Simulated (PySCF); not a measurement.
# Ta3 (Ta3+): the cost of one run

Method: TPSS, Ta def2-SVP with ECP60; scalar-relativistic core potentials, no spin–orbit coupling; program: PySCF 2.14.0.

4 further runs of the same task are left out: 2 for a known fault of the program, 1 that didn't finish, 1 set aside as unsound or not needed. Runs told in other sessions of the task aren't counted.

## 1. Starting geometry

3 atoms, charge 1, spin multiplicity 1.

Bond lengths: Ta1–Ta2 2.548 Å, Ta1–Ta3 2.548 Å, Ta2–Ta3 2.548 Å. Angles: Ta2–Ta1–Ta3 60.0°, Ta1–Ta2–Ta3 60.0°, Ta1–Ta3–Ta2 60.0°.

Coordinates:

```xyz
3
Ta3
Ta    1.47130    0.00000    0.00000
Ta   -0.73570    1.27420    0.00000
Ta   -0.73570   -1.27420    0.00000
```

## 2. SCF at the start, singlet

Input file run.py (the lines that set the calculation):

```python
mol = gto.M(atom='''
Ta     1.47130     0.00000     0.00000
Ta    -0.73570     1.27420     0.00000
Ta    -0.73570    -1.27420     0.00000''',
    basis={'Ta': 'def2-SVP'},
    ecp={'Ta': 'def2-SVP'},
    charge=1, spin=0)
mf = dft.RKS(mol, xc='TPSS')
mf.grids.atom_grid = (50, 194)
mf = mf.density_fit()  # fitting sets: Ta def2-universal-JKFIT
mf.conv_tol = 1e-08; mf.max_cycle = 55
mf.kernel(dm0)  # dm0: free metal ions and neutral atoms
```

Launch:

```
$ OMP_NUM_THREADS=2 python run.py
```

Q: Estimate wall time and peak memory on 2 threads of Arm Neoverse V2, shared host.

About 53 s, with a peak of 0.44 GiB.
